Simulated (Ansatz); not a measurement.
The system is Nb2B.

```xyz
3
Lattice="4.4076 0.0000 0.0000 -2.2038 3.8171 0.0000 0.0000 0.0000 2.6686" Properties=species:S:1:pos:R:3 pbc="T T T"
Nb    0.0000    2.5447    1.3343
Nb    2.2038    1.2724    1.3343
B     0.0000    0.0000    0.0000
```

The cell was built by a generator and needn't be a form met in nature.

Base run:

| Item | Value |
| --- | --- |
| Program | Ansatz 0.2.0 |
| Functional | r2SCAN |
| Potentials or basis | Ansatz PAW |
| Cutoff | 500 eV |
| Density cutoff | 2000 eV |
| k mesh | 7 × 7 × 10 |
| Occupations | fermi-dirac, width 0.05 eV |
| Spin | no spin polarisation |
| Hubbard terms | Nb d U = 3 eV |

Its results: band gap on the k mesh none (metal or under the smearing width); pressure 2.1 GPa.

Problem. The run is repeated on the same cell with these changes: hubbard terms from Nb d U = 3 eV to none; hubbard projectors from ortho-atomic (the default) to none. What comes out?

Solution. Band gap on the k mesh none (metal or under the smearing width); pressure -1.2 GPa.

Caveats: the PAW data sets come from PBE, with cores solved anew for the run's functional, which leaves a small shift of forces and pressure; the density of states is complete only up to the lowest level of the last band computed; U without spin polarisation on a metal has little footing (some runs); the U is typed as a test and isn't derived for this compound (some runs).

Not every run made on this cell is shown here.
